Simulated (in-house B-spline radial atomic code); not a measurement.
# Gd⁺: ionisation energy by several methods

An exercise on one series of results from a longer session: the logs are not shown, and one member is left open.

Program: in-house B-spline radial atomic code version 1. Level of theory: Dirac-Coulomb, several functionals; spherical all-electron atom at the radial basis limit. These are calculated values, not measurements, unless marked.

## The system

- element: gadolinium (Z = 64)
- charge: +1
- electrons: 63
- configuration: [Xe] 4f7 5d1 6s1
- nucleus: Fermi, rms radius 5.157 fm

The outer shells:

[Xe] 4f7 5d1 6s1
```
[Xe] core
4f [↑ ][↑ ][↑ ][↑ ][↑ ][↑ ][↑ ]
5d [↑ ][  ][  ][  ][  ]
6s [↑ ]
```

The boxes only draw the filling; these runs are spin-restricted and spherical.

Set-up of the first run:

The run's settings:

```ini
Z = 64
electrons = 63.0
configuration = [Xe] 4f7 5d1 6s1
hamiltonian = dirac
method = pbe,pbe
spin_polarised = False
nucleus = fermi
rms_radius = 5.1569
mass_number = 158
atomic_mass = 157.9241112
speed_of_light = 137.035999084
```

Among the steps run: PBE, a GGA; PW91, a GGA; relativistic LDA; BLYP, a GGA; exchange-only LDA; PBEsol, a GGA.

One table of the session follows, with a row left open; its other results are not shown here.

```
           method  ΔSCF (eV)
 relativistic LDA     12.341
exchange-only LDA     11.462
              PBE     12.098
             PW91     12.121
             BLYP     12.200
           PBEsol          ?
```

**Question.** Estimate the row for PBEsol.

**Answer.** ΔSCF (eV): 12.045. In the column «ΔSCF (eV)» it lies between exchange-only LDA (11.462) and PBE (12.098).
